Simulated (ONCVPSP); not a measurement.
# An ONCV potential for Hf: one input and its neighbour

Two related inputs are run: the one described here, and one that differs from it in little. What comes out is then tested.

Method: ONCVPSP 4.0.1, PBE, scalar-relativistic.

5 further runs of the same task are left out: 3 that didn't finish, 2 set aside as unsound or not needed.

## Step 1: The atom and the settings

The settings as typed:

```json
{
  "element": "hafnium (Hf, Z = 72)",
  "type": "optimised norm-conserving Vanderbilt (ONCV)",
  "frozen core": "[Kr] 4d10",
  "valence charge": "26",
  "reference configuration": "4f14 5s2 5p6 5d2 6s2",
  "partial waves": "5s+6s: rc 1.80 bohr, ncon 3, nbas 8, qcut 9 1/bohr, 2 projectors; 5p: rc 1.65 bohr, ncon 5, nbas 10, qcut 14.9 1/bohr, 2 projectors, debl 3.1 Ha; 5d: rc 3.10 bohr, ncon 4, nbas 9, qcut 6.9 1/bohr, 1 projector; 4f: rc 1.10 bohr, ncon 4, nbas 9, qcut 24.8 1/bohr, 2 projectors, debl 2.9 Ha",
  "local potential": "polynomial inside 0.75 bohr (lpopt 5, dvloc0 2 Ha)",
  "core correction": "Teter function, fcfact 5, rcfact 1.1"
}
```

The nodes and maxima of the atom's own shells, from an earlier all-electron run, set the scale for the radii.

All-electron outer shells of the reference configuration (PBE, scalar-relativistic, ld1.x):

| shell | level (eV) | outermost node (bohr) | outermost maximum (bohr) |
| --- | --- | --- | --- |
| 4d | -206.67 | 0.23 | 0.47 |
| 5s | -67.02 | 0.55 | 1.01 |
| 5p | -35.57 | 0.60 | 1.16 |
| 4f | -16.83 | – | 0.45 |
| 6s | -5.11 | 1.37 | 2.89 |
| 5d | -2.69 | 0.67 | 1.69 |
| 6p | -1.40 | 1.66 | 4.05 |

## Step 2: Running these settings

Hf.dat

```
# ATOM AND REFERENCE CONFIGURATION
# atsym  z   nc   nv     iexc    psfile
  Hf 72.00    9    5        4      upf
#
#   n    l    f
    1    0    2.00
    2    0    2.00
    2    1    6.00
    3    0    2.00
    3    1    6.00
    3    2   10.00
    4    0    2.00
    4    1    6.00
    4    2   10.00
    4    3   14.00
    5    0    2.00
    5    1    6.00
    5    2    2.00
    6    0    2.00
#
# PSEUDOPOTENTIAL AND OPTIMIZATION
# lmax
    3
#
#   l,   rc,      ep,       ncon, nbas, qcut
    0    1.80    0.00    3    8    9.00
    1    1.65    0.00    5   10   14.90
    2    3.10    0.00    4    9    6.90
    3    1.10    0.00    4    9   24.80
#
# LOCAL POTENTIAL
# lloc, lpopt,  rc(5),   dvloc0
    4    5    0.75    2.00
#
# VANDERBILT-KLEINMAN-BYLANDER PROJECTORs
# l, nproj, debl
    0    2    1.90
    1    2    3.10
    2    1    1.60
    3    2    2.90
#
# MODEL CORE CHARGE
# icmod, fcfact, rcfact
    3    5.00    1.10
#
# LOG DERIVATIVE ANALYSIS
# epsh1, epsh2, depsh
   -4.00    5.00    0.02
#
# OUTPUT GRID
# rlmax, drl
    6.00    0.01
#
# TEST CONFIGURATIONS
# ncnf
    4
# nvcnf
#   n    l    f
    5
    4    3   14.00
    5    0    2.00
    5    1    6.00
    5    2    2.00
    6    0    1.00
#
    5
    4    3   14.00
    5    0    2.00
    5    1    6.00
    5    2    2.00
    6    0    0.00
#
    5
    4    3   14.00
    5    0    2.00
    5    1    6.00
    5    2    1.00
    6    0    0.00
#
    5
    4    3   14.00
    5    0    1.00
    5    1    6.00
    5    2    2.00
    6    0    2.00
#
```

Started as:

```console
$ oncvpsp.x < Hf.dat > Hf.out
```

The output, Hf.out (without the consistency checks and plot data):

```text
[... the first 60 lines are left out ...]

Calculating optimized projector #   1

 for l=   1

    Fraction of norm inside rc  0.776013
    Optimizing pswf for qcut=  14.91 a_B^-1,  ecut= 111.16 Ha
    Residual kinetic energy error=  8.19D-10 Ha

    Energy error per electron        Cutoff
         Ha          eV             Ha
         0.01000     0.27211       53.91
         0.00100     0.02721       66.97
         0.00010     0.00272       77.15
         0.00001     0.00027       85.54

Calculating optimized projector #   2

 for l=   1

    Fraction of norm inside rc  0.076156
    Optimizing pswf for qcut=  14.91 a_B^-1,  ecut= 111.16 Ha
    Residual kinetic energy error=  2.97D-10 Ha

    Energy error per electron        Cutoff
         Ha          eV             Ha
         0.01000     0.27211       22.09
         0.00100     0.02721       56.01
         0.00010     0.00272       70.61
         0.00001     0.00027       81.05

Calculating optimized projector #   1

 for l=   2

    Fraction of norm inside rc  0.747548
    Optimizing pswf for qcut=   6.90 a_B^-1,  ecut=  23.83 Ha
    Residual kinetic energy error=  4.07D-10 Ha

    Energy error per electron        Cutoff
         Ha          eV             Ha
         0.01000     0.27211        7.82
         0.00100     0.02721       10.51
         0.00010     0.00272       12.83
         0.00001     0.00027       14.82

   Wellstate for l =  3  n =  6
     eigenvalue =   2.2813
     asymptotic potential =   2.7813
     half-point radius =  3.4656

Calculating optimized projector #   1

 for l=   3

    Fraction of norm inside rc  0.885701
    Optimizing pswf for qcut=  24.79 a_B^-1,  ecut= 307.17 Ha
    Residual kinetic energy error=  1.60D-07 Ha
 ERROR pspot:  first pseudo wave function has node,          program will stop
 ERROR pspot: try changing psp parameters for this l
```

Run time: 2.1 s. Hardware: 1 thread, shared host.

## Step 3: Diagnosis

This one fails, with the message "ERROR pspot: first pseudo wave function has node, program will stop". The reason: the optimised pseudo-wave of the first projector has a node, so the radial equation cannot be inverted for a potential.

The second input is set otherwise in this: s: qcut 9 → 6.4 1/bohr; p: qcut 14.9 → 10.6 1/bohr; d: qcut 6.9 → 4.9 1/bohr; f: qcut 24.8 → 17.6 1/bohr.

## Step 4: The second input

Hf.dat: that of step 2 with these lines changed.

```diff
@@ -25,6 +25,6 @@
 #   l,   rc,      ep,       ncon, nbas, qcut
-    0    1.80    0.00    3    8    9.00
-    1    1.65    0.00    5   10   14.90
-    2    3.10    0.00    4    9    6.90
-    3    1.10    0.00    4    9   24.80
+    0    1.80    0.00    3    8    6.40
+    1    1.65    0.00    5   10   10.60
+    2    3.10    0.00    4    9    4.90
+    3    1.10    0.00    4    9   17.60
 #
```

Started as:

```console
$ oncvpsp.x < Hf.dat > Hf.out
```

The output, Hf.out (without the consistency checks and plot data):

```text
ONCVPSP  (Optimized Norm-Conservinng Vanderbilt PSeudopotential)
scalar-relativistic version 4.0.1

#   n    l    f        energy (Ha)
    1    0    2.00    -2.3993057E+03
    2    0    2.00    -4.1032280E+02
    2    1    6.00    -3.6025786E+02
    3    0    2.00    -9.3493473E+01
    3    1    6.00    -7.8539285E+01
    3    2   10.00    -6.0851548E+01
    4    0    2.00    -1.8835842E+01
    4    1    6.00    -1.3930869E+01
    4    2   10.00    -7.5950016E+00
    4    3   14.00    -6.1866015E-01
    5    0    2.00    -2.4627984E+00
    5    1    6.00    -1.3073203E+00
    5    2    2.00    -9.8817132E-02
    6    0    2.00    -1.8773180E-01

Reference configufation results
  iterations    34
  all-electron total energy (Ha)   -1.50782169D+04

Begin loop to  construct optimized pseudo wave functions
and semi-local pseudopoentials for all angular momenta

Calculating optimized projector #   1

 for l=   0

    Fraction of norm inside rc  0.944843
    Optimizing pswf for qcut=   6.39 a_B^-1,  ecut=  20.42 Ha
    Residual kinetic energy error=  5.49D-06 Ha

    Energy error per electron        Cutoff
         Ha          eV             Ha
         0.01000     0.27211       10.36
         0.00100     0.02721       14.38
         0.00010     0.00272       17.13
         0.00001     0.00027       20.12

Calculating optimized projector #   2

 for l=   0

    Fraction of norm inside rc  0.055068
    Optimizing pswf for qcut=   6.39 a_B^-1,  ecut=  20.42 Ha
    Residual kinetic energy error=  4.52D-06 Ha

    Energy error per electron        Cutoff
         Ha          eV             Ha
         0.01000     0.27211        5.87
         0.00100     0.02721       13.19
         0.00010     0.00272       16.62
         0.00001     0.00027       19.69

   Wellstate for l =  1  n =  7
     eigenvalue =   1.7927
     asymptotic potential =   2.2927
     half-point radius =  3.5780

Calculating optimized projector #   1

 for l=   1

    Fraction of norm inside rc  0.776013
    Optimizing pswf for qcut=  10.59 a_B^-1,  ecut=  56.06 Ha
    Residual kinetic energy error=  3.50D-08 Ha

    Energy error per electron        Cutoff
         Ha          eV             Ha
         0.01000     0.27211       25.62
         0.00100     0.02721       33.81
         0.00010     0.00272       40.69
         0.00001     0.00027       45.98

Calculating optimized projector #   2

 for l=   1

    Fraction of norm inside rc  0.076156
    Optimizing pswf for qcut=  10.59 a_B^-1,  ecut=  56.06 Ha
    Residual kinetic energy error=  1.54D-08 Ha

    Energy error per electron        Cutoff
         Ha          eV             Ha
         0.01000     0.27211       22.41
         0.00100     0.02721       31.68
         0.00010     0.00272       38.79
         0.00001     0.00027       44.59

Calculating optimized projector #   1

 for l=   2

    Fraction of norm inside rc  0.747548
    Optimizing pswf for qcut=   4.89 a_B^-1,  ecut=  11.98 Ha
    Residual kinetic energy error=  8.64D-07 Ha

    Energy error per electron        Cutoff
         Ha          eV             Ha
         0.01000     0.27211        6.40
         0.00100     0.02721        8.25
         0.00010     0.00272        9.67
         0.00001     0.00027       10.98

   Wellstate for l =  3  n =  6
     eigenvalue =   2.2813
     asymptotic potential =   2.7813
     half-point radius =  3.4656

Calculating optimized projector #   1

 for l=   3

    Fraction of norm inside rc  0.885701
    Optimizing pswf for qcut=  17.61 a_B^-1,  ecut= 155.09 Ha
    Residual kinetic energy error=  6.14D-07 Ha

    Energy error per electron        Cutoff
         Ha          eV             Ha
         0.01000     0.27211      108.36
         0.00100     0.02721      123.31
         0.00010     0.00272      134.68
         0.00001     0.00027      143.95

Calculating optimized projector #   2

 for l=   3

    Fraction of norm inside rc  0.040401
    Optimizing pswf for qcut=  17.61 a_B^-1,  ecut= 155.09 Ha
    Residual kinetic energy error=  4.44D-07 Ha

    Energy error per electron        Cutoff
         Ha          eV             Ha
         0.01000     0.27211       96.35
         0.00100     0.02721      115.60
         0.00010     0.00272      130.52
         0.00001     0.00027      141.97

Construct Vanderbilt / Kleinmman-Bylander projectors

B matrix Hermiticity error, ll=   0
   1   2    2.5605E-04

  Orthonormal projector coefficients  2.3628E+01  1.5439E+00

B matrix Hermiticity error, ll=   1
   1   2   -4.0866E-04

  Orthonormal projector coefficients  1.9486E+01  1.5543E+00

B matrix Hermiticity error, ll=   3
   1   2   -6.3217E-04

  Orthonormal projector coefficients -1.9089E+01 -6.9928E+00

Model core correction analysis
  based on d2Exc/dn_idn_j

d2excae - all-electron derivatives

   -2.265495D-02   -1.172915D-02   -8.398869D-03   -2.480595D-03
   -9.107173D-04
   -1.172899D-02   -2.760277D-02   -2.409655D-02   -8.481929D-03
   -1.528529D-03
   -8.398738D-03   -2.409652D-02   -2.462813D-02   -1.233842D-02
   -2.714485D-03
   -2.480544D-03   -8.481846D-03   -1.233838D-02   -1.776238D-02
   -1.577021D-02
   -9.106654D-04   -1.528323D-03   -2.713960D-03   -1.576725D-02
   -2.516936D-02

d2excps - pseudofunction derivatives with no core correction

   -4.135921D-02   -1.933480D-02   -1.001338D-02   -2.190674D-03
   -1.512707D-03
   -1.933491D-02   -2.445053D-02   -2.317121D-02   -7.616060D-03
   -1.396112D-03
   -1.001324D-02   -2.317103D-02   -2.618060D-02   -1.230178D-02
   -2.629156D-03
   -2.190614D-03   -7.615898D-03   -1.230168D-02   -1.891651D-02
   -1.596386D-02
   -1.512673D-03   -1.395923D-03   -2.628629D-03   -1.596097D-02
   -2.512585D-02

rms 2nd derivative error    4.421184E-03

rmatch, rhocmatch    0.6140   78.3817

Teter function model core charge with specified parameters

d2excps - pseudofunction derivatives with core correction

   -3.326502D-02   -1.708836D-02   -9.900486D-03   -2.184254D-03
   -1.305410D-03
   -1.708833D-02   -2.406040D-02   -2.308093D-02   -7.609356D-03
   -1.361205D-03
   -9.900360D-03   -2.308075D-02   -2.613638D-02   -1.229842D-02
   -2.621990D-03
   -2.184195D-03   -7.609192D-03   -1.229832D-02   -1.891619D-02
   -1.596330D-02
   -1.305368D-03   -1.360994D-03   -2.621462D-03   -1.596041D-02
   -2.512266D-02

rms 2nd derivative error    2.792188E-03

Pseudoatom total energy -294.147116

Diagnostic tests using Vanderbilt-Kleinman-Bylander pseudopotentials
  1 or more projectors used as specified by nproj input data

   l    rcore       rmatch      e in        delta e   norm test  slope test

   0   1.8023093   1.8570313  -2.4627984   0.0000186   1.0002153   1.0002127
   0   1.8023093   1.8570313  -0.1877318   0.0000045   1.0000469   1.0000266

   1   1.6575155   1.7078413  -1.3073203  -0.0000132   1.0000949   1.0001042
run_diag: lschvkbbe ERROR   2   3   1  60  1.79267972E+00  1.77071980E+00
   1   1.6575155   1.7078413   1.7926797  -0.0219599   0.0180721   0.0178414

   2   3.1063156   3.2006300  -0.0988171  -0.0000002   0.9999996   1.0000017

   3   1.1035574   1.1370637  -0.6186601  -0.0000072   1.0004267   1.0004294
   3   1.1035574   1.1370637   2.2813398   0.0001422   1.0006174   1.0006174

 Testing for bound ghosts
   n   l    E NL Schr. Eq   E Basis Diag.   E Cutoff

       0                      -12.032526     81.41  WARNING - GHOST(-)
   1   0       -2.462780       -2.462790     81.41
   2   0       -0.187727       -0.138462     81.41

   2   1       -1.307333       -1.307268    182.16

   3   2       -0.098817       -0.098377     35.72

   4   3       -0.618667       -0.617665    405.79

 Testing for highly-localized positive-energy ghosts
       l    <radius>/rc     E Basis Diag.   E Cutoff

       1        0.349615        1.219928    182.16  WARNING - GHOST(+)

       2        0.183179        3.817093     35.72  WARNING - GHOST(+)

Test configuration 0

   n   l     f        eae           eps        diff
   1   0  2.0000-2399.30568621
   2   0  2.0000 -410.32280412
   2   1  6.0000 -360.25786044
   3   0  2.0000  -93.49347343
   3   1  6.0000  -78.53928473
   3   2 10.0000  -60.85154841
   4   0  2.0000  -18.83584153
   4   1  6.0000  -13.93086894
   4   2 10.0000   -7.59500160
   4   3 14.0000   -0.61866015   -0.61866730   -7.15D-06
   5   0  2.0000   -2.46279842   -2.46277986    1.86D-05
   5   1  6.0000   -1.30732029   -1.30733346   -1.32D-05
   5   2  2.0000   -0.09881713   -0.09881735   -2.21D-07
   6   0  2.0000   -0.18773180   -0.18772725    4.55D-06

    Total energies and differences
      AE_ref= -1.50782169D+04  AE_tst= -1.50782169D+04  dif=  0.00D+00
      PS_ref= -2.94147116D+02  PS_tst= -2.94147116D+02  dif= -1.24D-11
      PSP excitation error=  1.24D-11

Test configuration 1

   n   l     f        eae           eps        diff
   1   0  2.0000-2399.56221865
   2   0  2.0000 -410.57774446
   2   1  6.0000 -360.51286416
   3   0  2.0000  -93.74834921
   3   1  6.0000  -78.79416547
   3   2 10.0000  -61.10635536
   4   0  2.0000  -19.09076714
   4   1  6.0000  -14.18576903
   4   2 10.0000   -7.84979571
   4   3 14.0000   -0.87331243   -0.87627428   -2.96D-03
   5   0  2.0000   -2.71739516   -2.71902003   -1.62D-03
   5   1  6.0000   -1.56237824   -1.56312643   -7.48D-04
   5   2  2.0000   -0.33833498   -0.33867299   -3.38D-04
   6   0  1.0000   -0.40333574   -0.40344453   -1.09D-04

    Total energies and differences
      AE_ref= -1.50782169D+04  AE_tst= -1.50779237D+04  dif=  2.93D-01
      PS_ref= -2.94147116D+02  PS_tst= -2.93853845D+02  dif=  2.93D-01
      PSP excitation error= -1.27D-04

Test configuration 2

   n   l     f        eae           eps        diff
   1   0  2.0000-2399.86452485
   2   0  2.0000 -410.87786526
   2   1  6.0000 -360.81309086
   3   0  2.0000  -94.04788888
   3   1  6.0000  -79.09371685
   3   2 10.0000  -61.40587446
   4   0  2.0000  -19.39047334
   4   1  6.0000  -14.48549530
   4   2 10.0000   -8.14945118
   4   3 14.0000   -1.17266053   -1.17987878   -7.22D-03
   5   0  2.0000   -3.01650037   -3.02051700   -4.02D-03
   5   1  6.0000   -1.86045423   -1.86252508   -2.07D-03
   5   2  2.0000   -0.61387286   -0.61476749   -8.95D-04

    Total energies and differences
      AE_ref= -1.50782169D+04  AE_tst= -1.50774026D+04  dif=  8.14D-01
      PS_ref= -2.94147116D+02  PS_tst= -2.93332186D+02  dif=  8.15D-01
      PSP excitation error= -6.86D-04

Test configuration 3

psatom: WARNING lschvkbb convergence error n,l,iter=   3   2   4
ea(ii),et,emin,emax -1.079515E-01 -1.187467E-01 -1.187467E-01 -1.187467E-01
run_config: WARNING for fully non-local PS atom, stg. 1
 WARNING no output for configuration 4

Test configuration 4

   n   l     f        eae           eps        diff
   1   0  2.0000-2399.84011220
   2   0  2.0000 -410.83797899
   2   1  6.0000 -360.77443231
   3   0  2.0000  -93.99524748
   3   1  6.0000  -79.04128491
   3   2 10.0000  -61.35431207
   4   0  2.0000  -19.34303736
   4   1  6.0000  -14.43935940
   4   2 10.0000   -8.10376178
   4   3 14.0000   -1.11811943   -1.14829781   -3.02D-02
   5   0  1.0000   -2.92983743   -2.94570749   -1.59D-02
   5   1  6.0000   -1.74789974   -1.75426100   -6.36D-03
   5   2  2.0000   -0.44576436   -0.44199191    3.77D-03
   6   0  2.0000   -0.45409104   -0.45570250   -1.61D-03

    Total energies and differences
      AE_ref= -1.50782169D+04  AE_tst= -1.50755310D+04  dif=  2.69D+00
      PS_ref= -2.94147116D+02  PS_tst= -2.91451528D+02  dif=  2.70D+00
      PSP excitation error= -9.70D-03
```

It took 9.3 s on 1 thread, shared host.

Partial waves on a coarse radial grid (AE all-electron, PS pseudo):

```
r (bohr)    5p AE   5p PS   4f AE   4f PS
   0.155   0.3390  0.0052  0.3937  0.0549
   0.310  -0.3578  0.0487  1.0578  0.5478
   0.465  -0.4172  0.1819  1.2318  1.2636
   0.620   0.0839  0.4125  1.1187  1.3853
   0.775   0.5690  0.6771  0.9314  1.0409
   0.930   0.8658  0.8866  0.7508  0.7601
   1.085   0.9867  0.9887  0.5979  0.5977
   1.240   0.9868  0.9872  0.4742  0.4740
   1.395   0.9171  0.9172  0.3758  0.3757
   1.550   0.8140  0.8140  0.2983  0.2982
   1.705   0.7008  0.7007  0.2374  0.2373
   1.860   0.5906  0.5906  0.1895  0.1894
   2.015   0.4903  0.4902  0.1518  0.1517
   2.170   0.4025  0.4024  0.1220  0.1220
   2.325   0.3277  0.3277  0.0985  0.0984
   2.480   0.2652  0.2651  0.0797  0.0797
   2.635   0.2135  0.2135  0.0648  0.0648
   2.790   0.1713  0.1712  0.0528  0.0528
   2.945   0.1369  0.1369  0.0432  0.0431
   3.100   0.1092  0.1092  0.0354  0.0353
   3.255   0.0869  0.0869  0.0290  0.0290
   3.410   0.0690  0.0690  0.0239  0.0239
   3.565   0.0546  0.0546  0.0197  0.0197
   3.720   0.0432  0.0432  0.0162  0.0162
   3.875   0.0341  0.0341  0.0134  0.0134
   4.030   0.0269  0.0269  0.0111  0.0111
```

Densities times 4π (e/bohr³); a dash where the program caps the true core:

```
r (bohr)  pseudo valence  true core  model core
   0.155           5.052          –       331.5
   0.465           107.7      217.8       80.94
   0.775           32.93      19.46       2.654
   1.085           11.25      1.102    0.006793
   1.395            4.66    0.06391   0.0001347
   1.705           1.846   0.003955   2.214e-06
   2.015          0.7931  0.0002584   2.413e-07
   2.325          0.3993  1.761e-05           0
   2.635          0.2364  1.251e-06           0
   2.945          0.1556      1e-07           0
   3.255          0.1068          0           0
   3.565         0.07388          0           0
   3.875         0.05089          0           0
```

## Step 5: The configuration tests of the same run

1 test gave no usable energy difference (4f14 5s2 5p6 5d1 6s0).

Energies count from the reference configuration 4f14 5s2 5p6 5d2 6s2; the error is all-electron less pseudo.

| valence configuration | charge | ΔE all-electron (eV) | error AE − PS (meV) |
| --- | --- | --- | --- |
| 4f14 5s2 5p6 5d2 6s1 | +1 | 7.977 | -3.5 |
| 4f14 5s2 5p6 5d2 6s0 | +2 | 22.157 | -19 |
| 4f14 5s1 5p6 5d2 6s2 | +1 | 73.087 | -264 |

## Step 6: Does it scatter like the atom?

Taken from the files of the generation run. The phase is arctan(r·R′/R) of the radial function R, unwrapped, with energies in Ha. A pole is an energy at which the radial function vanishes at the test radius. The pseudo phase is shifted by a multiple of π to meet the all-electron one at the reference energy. Levels narrower than the energy grid can be missing from the poles. The last column is the largest difference on the grid between −0.5 and +0.5 Ha.

| channel | radius (bohr) | reference (Ha) | poles AE | poles PS | window around the reference with phases within 0.05 rad (Ha) | largest difference near zero (rad) |
| --- | --- | --- | --- | --- | --- | --- |
| s | 1.82 | -0.19 | -2.07 | -2.07 | the whole range | 0.000 |
| p | 1.68 | -1.31 | -0.12 | -0.12 | the whole range | 0.000 |
| d | 3.14 | -0.10 | 0.10, 2.21 | 0.10, 2.52 | below 0.6 | 0.012 |
| f | 1.12 | -0.62 | 0.16 | 0.16 | the whole range | 0.000 |

Phases (rad) along the scan:

```
E (Ha)    d AE    d PS    s AE    s PS
 -3.98   1.443   1.443   1.173   1.173
 -3.50   1.433   1.433   1.012   1.012
 -3.02   1.421   1.421   0.306   0.306
 -2.54   1.405   1.405  -1.244  -1.244
 -2.06   1.382   1.382  -1.575  -1.575
 -1.58   1.348   1.348  -1.702  -1.702
 -1.10   1.286   1.286  -1.793  -1.793
 -0.62   1.115   1.117  -1.887  -1.887
 -0.14  -0.928  -0.928  -2.015  -2.015
  0.34  -1.807  -1.795  -2.235  -2.235
  0.82  -3.137  -2.849  -2.697  -2.698
  1.30  -4.441  -4.367  -3.484  -3.490
  1.78  -4.630  -4.589  -4.046  -4.052
  2.26  -4.721  -4.678  -4.306  -4.312
  2.74  -4.806  -4.738  -4.440  -4.447
  3.22  -4.976  -4.800  -4.522  -4.529
  3.70  -6.573  -4.901  -4.577  -4.585
  4.18  -7.625  -5.254  -4.618  -4.628
  4.66  -7.754  -7.270  -4.651  -4.663
```

## Step 7: Convergence and ghost test

From the same output: the cutoffs (Ha) at which the residual kinetic energy of the hardest occupied pseudo-wave falls to 1 and 0.1 mHa per electron are 123 Ha and 135 Ha.

The program's own ghost test: GHOST(-) flagged for s at -327.4 eV; GHOST(+) flagged for p at 33.2 eV, d at 103.9 eV.

Cutoff (Ha) at which the first wave of each channel reaches a given error (Ha per electron):

```
  error     s     p     d      f
1.0e-02  10.4  25.6   6.4  108.4
3.2e-03  12.7  30.0   7.4  116.1
1.0e-03  14.4  33.8   8.3  123.3
3.2e-04  15.8  37.4   8.9  129.2
1.0e-04  17.1  40.7   9.7  134.7
3.2e-05  18.6  43.4  10.4  139.4
1.0e-05  20.1  46.0  11.0  143.9
```

(Part 1 of 2 ends here.)
